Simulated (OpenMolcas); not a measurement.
# Pt⁵⁺ among point charges: CASSCF and CASPT2 levels and susceptibility

Aim: the splitting of the states of Pt⁵⁺ in the field of 5 point charges, its lowest levels with spin-orbit coupling and its magnetic susceptibility.

Program: OpenMolcas 26.06. Level of theory: state-averaged CASSCF and CASPT2, spin-orbit coupling by RASSI with atomic mean-field integrals. These are calculated values, not measurements, unless marked.

## (1) Starting point

```
Species                           : Pt⁵⁺ (platinum, Z = 78, 73 electrons)
Basis                             : ANO-RCC-VTZP [8s7p5d3f1g], 84 functions
Scalar Hamiltonian                : DKH2, point nucleus
Inactive shells                   : 1s 2s 2p 3s 3p 3d 4s 4p 4d 4f 5s 5p
Active space                      : 5 electrons in 5 orbitals (5d)
Some configurations of this space : 5d5
Orbitals                          : optimised for each spin and parity, averaged over all roots
```

Outer shells as boxes (Hund's rule):

5d5
```
5d [↑ ][↑ ][↑ ][↑ ][↑ ]
```

The ion sits among 5 point charges of -1.5 e arranged as a square pyramid (C4v), 1.94 Å from the ion, with the axial distance 1.785 Å.

The work runs as a chain of OpenMolcas steps in one folder; each step below is one input file. Labels, J, g values, rates, χT and fits are worked out afterwards by a script from the matrices that RASSI stores.

## (2) One- and two-electron integrals

Contents of a.inp:

```
&GATEWAY
Coord
1

Pt 0.0 0.0 0.0
Basis=ANO-RCC-VTZP
Group=NoSym
NoMove
AngMom=0.0 0.0 0.0
AMFI
XField
5 Angstrom 0
1.940000 0.000000 0.000000 -1.500000
0.000000 1.940000 0.000000 -1.500000
-1.940000 0.000000 0.000000 -1.500000
0.000000 -1.940000 0.000000 -1.500000
0.000000 0.000000 1.784800 -1.500000
&SEWARD
```

Run with:

```bash
$ OMP_NUM_THREADS=1 MOLCAS_MEM=1689 MOLCAS_PROJECT=a pymolcas a.inp > a.log
```

## (3) Reference wave functions, sextets, 1 root

Contents of a.inp:

```
&RASSCF
FileOrb=start.orb
Symmetry=1
Spin=6
nActEl=5 0 0
Inactive=34
Ras2=5
CIRoot=1 1 1
SDav=1
CIMx=300
Iter=120 100
PrWF=0.3
OrbListing=Nothing
MaxOrb=0
>>> COPY $Project.JobIph JOB001
```

start.orb holds the contracted functions of the basis, ordered by shell, or the orbitals of the step before.

## (4) CASSCF: quartets, 24 roots

Contents of a.inp:

```
&RASSCF
FileOrb=start.orb
Symmetry=1
Spin=4
nActEl=5 0 0
Inactive=34
Ras2=5
CIRoot=24 24 1
SDav=24
CIMx=300
Iter=120 100
PrWF=0.3
OrbListing=Nothing
MaxOrb=0
>>> COPY $Project.JobIph JOB002
```

## (5) Reference wave functions, doublets, 75 roots

Contents of a.inp:

```
&RASSCF
FileOrb=start.orb
Symmetry=1
Spin=2
nActEl=5 0 0
Inactive=34
Ras2=5
CIRoot=75 75 1
SDav=75
CIMx=300
Iter=120 100
PrWF=0.3
OrbListing=Nothing
MaxOrb=0
>>> COPY $Project.JobIph JOB003
```

## (6) State interaction with spin-orbit coupling

Contents of a.inp:

```
&RASSI
NrOfJobIphs=3 1 24 75
1
1 2 3 4 5 6 7 8 9 10 11 12 13 14 15 16 17 18 19 20 21 22 23 24
1 2 3 4 5 6 7 8 9 10 11 12 13 14 15 16 17 18 19 20 21 22 23 24 25 26 27
28 29 30 31 32 33 34 35 36 37 38 39 40 41 42 43 44 45 46 47 48 49 50 51
52 53 54 55 56 57 58 59 60 61 62 63 64 65 66 67 68 69 70 71 72 73 74 75
IphNames
JOB001
JOB002
JOB003
EJob
SpinOrbit
DIPRint=1.0
SOCoupling=1000.0
Subsets=2
Property=9
'ANGMOM' 1 'ANGMOM' 2 'ANGMOM' 3 'MLTPL  1' 1 'MLTPL  1' 2 'MLTPL  1' 3
'AMFI' 1 'AMFI' 2 'AMFI' 3
SOProperty=3
'ANGMOM' 1 'ANGMOM' 2 'ANGMOM' 3
```

## (7) CASPT2: IPEA 0.25, imaginary shift 0.1 (closed shells correlated: 4f 5s 5p)

Contents of a.inp:

```
>>> COPY JOB001 $Project.JobIph
&CASPT2
Multistate=1 1
Frozen=23
IPEA=0.25
Imaginary=0.1
MaxIter=60
WThr=0.0 0.3 0.05
PrWF=0.5
NoMix
>>> COPY JOB002 $Project.JobIph
&CASPT2
Multistate=24 1 2 3 4 5 6 7 8 9 10 11 12 13 14 15 16 17 18 19 20 21 22
23 24
NoMult
Frozen=23
IPEA=0.25
Imaginary=0.1
MaxIter=60
WThr=0.0 0.3 0.05
PrWF=0.5
NoMix
>>> COPY JOB003 $Project.JobIph
&CASPT2
Multistate=75 1 2 3 4 5 6 7 8 9 10 11 12 13 14 15 16 17 18 19 20 21 22
23 24 25 26 27 28 29 30 31 32 33 34 35 36 37 38 39 40 41 42 43 44 45 46
47 48 49 50 51 52 53 54 55 56 57 58 59 60 61 62 63 64 65 66 67 68 69 70
71 72 73 74 75
NoMult
Frozen=23
IPEA=0.25
Imaginary=0.1
MaxIter=60
WThr=0.0 0.3 0.05
PrWF=0.5
NoMix
```

(Steps that only read results are left out.)

What does the calculation give? Wanted: spin-free ground state; lowest level; next level.

**Answer**, as computed:

```
                 quantity                                                                           value
                   method  SS-CASPT2, IPEA 0.25, imaginary shift 0.1 (closed shells correlated: 4f 5s 5p)
   spin-free ground state                                              sextet, 1-fold in its orbital part
             lowest level                                                    2-fold, g = 1.91, 5.70, 5.70
               next level                                                                       77.9 cm⁻¹
              χT at 300 K                                                                  3.78 cm³ K/mol
effective moment at 300 K                                                                         5.50 μB
```

Cost by method:

| method | time of its own steps | time with the reference |
| --- | --- | --- |
| A. CASSCF | 35 s | 35 s |
| B. SS-CASPT2, IPEA 0.25, imaginary shift 0.1, +4f 5s 5p | 73 s | 1.8 min |

Times are of one thread on a shared host.

In words: The spin-free ground state (sextet) comes to 100 % from free-ion S terms and keeps the highest spin of the shell. χT at 300 K is 3.78, against 4.39 cm³ K/mol for the spin alone, so spin-orbit coupling lowers it. An active space of the d shell alone favours high spin; real ions in strong fields can be low spin. The field of point charges can differ much from that of real complexes. With metal d orbitals alone active, the gaps between spin states are rough; where two lie within a few thousand cm-1, their order is open. This is an electrostatic model: the charges have no orbitals.
